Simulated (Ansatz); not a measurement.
# InNH2F2 (SMILES [NH2][In]([F])[F]) at r2SCAN/def2-SVPD (core potential)

What is the vertical electron affinity of InNH2F2 at r2SCAN/def2-SVPD (core potential)? 

The results are computed with Ansatz 0.2.0.

31 further runs of the same task are left out: 31 set aside as unsound or not needed.

**1. Starting point**

InNH2F2: 6 atoms, total charge 0, spin state singlet. SMILES: `[NH2][In]([F])[F]`. The coordinates come from a PBE0-D4/def2-TZVP relaxation.

Bond lengths: N1–In2 1.998 Å, In2–F3 1.935 Å, In2–F4 1.935 Å, N1–H5 1.011 Å, N1–H6 1.011 Å. Angles: N1–In2–F3 124.1°, N1–In2–F4 124.1°, F3–In2–F4 111.4°, In2–N1–H5 114.2°, In2–N1–H6 114.2°, H5–N1–H6 109.1°.

**2. A single-point energy at r2SCAN/def2-SVPD (core potential)**

File job.yaml:

```yaml
crystal:
  periodic: [false, false, false]
  atoms:
    - {symbol: "N", position_ang: [-0.259900, 1.155100, -0.280600]}
    - {symbol: In, position_ang: [0.271400, -0.745700, 0.029100]}
    - {symbol: F, position_ang: [1.862900, -1.284900, 0.989000]}
    - {symbol: F, position_ang: [-0.617400, -2.265700, -0.773500]}
    - {symbol: H, position_ang: [0.031700, 1.791300, 0.449400]}
    - {symbol: H, position_ang: [-1.246600, 1.285900, -0.459500]}
basis:
  gaussian:
    orbitals: def2-SVPD
output:
  orbitals: {seedname: orbitals}
hamiltonian:
  xc: {name: r2SCAN}
accuracy: high
magnetization:
  spin_polarized: false
  initial_magnetization: 0
```

Started as:

```sh
$ ansatz run job.yaml --threads 1 --pin off --max-ram 3480MiB --events-out events.jsonl --progress --plain --runs-dir runs
```

The program printed:

```text
Warning: RAYON_NUM_THREADS=1 ignored (pool sized by the plan → 1); use --threads N
Functional definition: r2SCAN
  name "r2SCAN"
  parameter k0 = 0.174
  parameter k1 = 0.065
  parameter a1 = 4.9479
  exchange = r2scan_x(k0 = k0, k1 = k1, a1 = a1)
  correlation = r2scan_c
2460 factors; integrals over basis functions are off by at most 3.6e-9 eV
mean field evaluation 1: about -12112.8538 eV, gradient 8.2e1 eV
mean field evaluation 2: about -12056.6436 eV, gradient 1.7e2 eV
mean field evaluation 4: about -12125.2057 eV, gradient 1.3e1 eV
mean field evaluation 8: about -12125.6045 eV, gradient 6.1e-1 eV
mean field evaluation 16: about -12125.6053 eV, gradient 5.2e-5 eV
mean field -12125.60526773 eV, -445.6077745586 hartree, gradient 1.3e-8 eV, S^2 0.000000; 0 other end points of the search recorded, 0 dependent functions left out
reference -12125.60526919 eV, -445.6077746122 hartree; 24, 24 occupied and 90, 90 virtual orbitals, 2460 factors
Total energy: -12125.60526919 eV, -445.6077746122 hartree
```

Wall time 18 s (1 thread of Arm Neoverse V1, shared host); peak memory 0.4 GiB.

**3. The doublet anion at the same level**

File run.yaml:

```yaml
crystal:
  periodic: [false, false, false]
  atoms:
    - {symbol: N, position_ang: [-0.259900, 1.155100, -0.280600]}
    - {symbol: In, position_ang: [0.271400, -0.745700, 0.029100]}
    - {symbol: F, position_ang: [1.862900, -1.284900, 0.989000]}
    - {symbol: F, position_ang: [-0.617400, -2.265700, -0.773500]}
    - {symbol: H, position_ang: [0.031700, 1.791300, 0.449400]}
    - {symbol: H, position_ang: [-1.246600, 1.285900, -0.459500]}
basis:
  gaussian: {orbitals: def2-SVPD}
total_charge: -1
magnetization: {spin_polarized: true, initial_magnetization: 1}
hamiltonian: {xc: {name: r2SCAN}}
accuracy: high
output: {orbitals: {seedname: orbitals}}
```

Started as:

```sh
$ ansatz run run.yaml --threads 1 --pin off --max-ram 3480MiB --events-out events.jsonl --progress --plain --runs-dir runs
```

The program printed:

```text
Warning: RAYON_NUM_THREADS=1 ignored (pool sized by the plan → 1); use --threads N
[... 7 set-up lines as earlier in the session ...]
2460 factors; integrals over basis functions are off by at most 3.6e-9 eV
mean field evaluation 1: about -12121.9731 eV, gradient 3.1e1 eV
mean field evaluation 2: about -12087.5779 eV, gradient 7.8e1 eV
mean field evaluation 4: about -12125.8969 eV, gradient 1.1e1 eV
mean field evaluation 8: about -12126.2741 eV, gradient 2.0e-1 eV
mean field evaluation 16: about -12126.2744 eV, gradient 5.2e-4 eV
mean field -12126.27440041 eV, -445.6323647312 hartree, gradient 2.9e-8 eV, S^2 0.752856; 0 other end points of the search recorded, 0 dependent functions left out
reference -12126.27441762 eV, -445.6323653634 hartree; 25, 24 occupied and 89, 90 virtual orbitals, 2460 factors
Total energy: -12126.27441762 eV, -445.6323653634 hartree
```

Wall time 38 s (1 thread of Arm Neoverse V1, shared host); peak memory 0.58 GiB.

**4. What came out**

At r2SCAN/def2-SVPD (core potential):

```
                                         quantity          value
                    singlet InNH2F2: total energy  -445.60777 Eh
                     singlet InNH2F2: HOMO energy       -7.41 eV
                     singlet InNH2F2: LUMO energy       -3.03 eV
                   singlet InNH2F2: HOMO–LUMO gap        4.39 eV
                      doublet anion: total energy  -445.63237 Eh
doublet anion: HOMO energy (highest over α and β)        1.47 eV
 doublet anion: LUMO energy (lowest over α and β)        2.31 eV
                              doublet anion: ⟨S²⟩          0.753
vertical electron affinity (to the doublet anion)       0.669 eV
```

In words: At fixed nuclei the extra electron is bound by 0.67 eV (64.6 kJ/mol). The HOMO (doublet anion) lies at positive energy, 1.47 eV, as semi-local functionals often give for anions; only total energies tell whether the electron is bound.
